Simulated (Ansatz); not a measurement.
# AlGa2P3: the cost of one run

Computed with Ansatz 0.2.0 (DFT PBE, scalar-relativistic, plane waves, PAW, unless a step's input says otherwise).

## (1) The structure to begin with

The structure is hexagonal, space group P6_3mc (No. 186). The conventional cell has a = 3.749 Å, b = 3.749 Å, c = 18.539 Å, α = 90.00°, β = 90.00°, γ = 120.00°. Around Al (site symmetry 3m) lie 4 P at 2.30 to 2.31 Å. Around Ga (site symmetry 3m) lie 4 P at 2.30 to 2.31 Å. P (site symmetry 3m) is surrounded by 3 Al at 2.30 Å and 1 Ga at 2.31 Å. Around P (site symmetry 3m) lie 4 Ga at 2.30 to 2.31 Å. P (site symmetry 3m) is surrounded by 3 Ga at 2.30 Å and 1 Al at 2.31 Å.

Coordinates:

```cif
data_structure
_symmetry_space_group_name_H-M 'P6_3mc'
_symmetry_Int_Tables_number 186
_cell_length_a 3.7488
_cell_length_b 3.7488
_cell_length_c 18.5393
_cell_angle_alpha 90.000
_cell_angle_beta 90.000
_cell_angle_gamma 120.000
_cell_volume 225.64
loop_
_atom_site_label
_atom_site_type_symbol
_atom_site_symmetry_multiplicity
_atom_site_Wyckoff_symbol
_atom_site_fract_x
_atom_site_fract_y
_atom_site_fract_z
_atom_site_occupancy
Al1 Al 2 b 0.66667 0.33333 0.83335 1
Ga1 Ga 2 b 0.66667 0.33333 0.16668 1
Ga2 Ga 2 b 0.66667 0.33333 0.50002 1
P1 P 2 b 0.66667 0.33333 0.29132 1
P2 P 2 b 0.66667 0.33333 0.62465 1
P3 P 2 b 0.66667 0.33333 0.95798 1
```

The start is an ordering of an alloy on its end members' structure types: elements ordered on the sites of the GaP type, Al/Ga on Ga (P6_3mc, No. 186).

## (2) A first look at the guess

File input.yaml:

```yaml
crystal:
  lattice:
    - [3.74880094, 0.0, 0.0]
    - [-1.87440047, 3.24655684, 0.0]
    - [0.0, 0.0, 18.53928329]
  atoms:
    - { symbol: Al, position: [0.66666667, 0.33333333, 0.83335149] }
    - { symbol: Al, position: [0.33333333, 0.66666667, 0.33335149] }
    - { symbol: Ga, position: [0.66666667, 0.33333333, 0.16668483] }
    - { symbol: Ga, position: [0.66666667, 0.33333333, 0.50001816] }
    - { symbol: Ga, position: [0.33333333, 0.66666667, 1.816e-05] }
    - { symbol: Ga, position: [0.33333333, 0.66666667, 0.66668483] }
    - { symbol: P, position: [0.66666667, 0.33333333, 0.29131518] }
    - { symbol: P, position: [0.66666667, 0.33333333, 0.62464851] }
    - { symbol: P, position: [0.66666667, 0.33333333, 0.95798184] }
    - { symbol: P, position: [0.33333333, 0.66666667, 0.12464851] }
    - { symbol: P, position: [0.33333333, 0.66666667, 0.45798184] }
    - { symbol: P, position: [0.33333333, 0.66666667, 0.79131518] }
basis:
  ecutwfc: 420
kpoints:
  mp_grid: { grid: [6, 6, 1] }
hamiltonian:
  xc: pbe
scf:
  occupations: { method: gaussian, width: 0.1 }
  lower_state_search: "off"
output:
  forces: true
  stress: true
  eigenvalues: true
```

The run is started by

```
$ ansatz run input.yaml --threads 1 --pin off --max-ram 2560MiB --backend cpu --events-out ev --progress --plain --runs-dir out
```

Q: Estimate wall time and peak memory on 1 thread of AMD EPYC 7R43 (Zen 3), shared host.

About 8.8 s, with a peak of 0.48 GiB.
